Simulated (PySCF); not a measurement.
# C4H6FOP: the cost of one run

Computed with PySCF 2.14.0 and routines of our own; the level stands in each step. Atoms count from 0.

## (1) The system as given

13 atoms, charge 0, multiplicity 1; geometry from: GFN2-xTB.

## (2) Magnetic properties: GIAO PBE/pcSseg-1

The job: settings as JSON, then the geometry in Å.

```
{"job": {"kind": "mag", "xc": "PBE", "basis": "pcSseg-1", "isotopologues": 2}, "charge": 0, "multiplicity": 1}
C     -2.178376    -0.160607    -0.264543
C     -0.792702     0.335377    -0.191141
C      0.066015     1.138951    -0.836937
F      0.026365     1.903923    -1.925851
P      0.797621     0.508853     0.681569
C      1.982460    -0.846733     0.390187
O      1.020963     1.290485     1.898203
H     -2.670932    -0.036411     0.698916
H     -2.733071     0.383889    -1.027212
H     -2.186117    -1.223265    -0.508587
H      1.946273    -1.505635     1.256247
H      1.741472    -1.384798    -0.518752
H      2.975640    -0.403541     0.330173
```

Method: GIAO PBE/pcSseg-1 magnetisability, rotational g tensor and spin-rotation constants, non-relativistic, gas phase.

Launch:

```
$ OMP_NUM_THREADS=1 python excited_run.py task.json out
```

This one command runs all jobs of the session in turn.

Q: Estimate the wall time and peak memory of this first job on 1 thread of Arm Neoverse V1, shared host.

About 39 s, with a peak of 0.55 GiB.
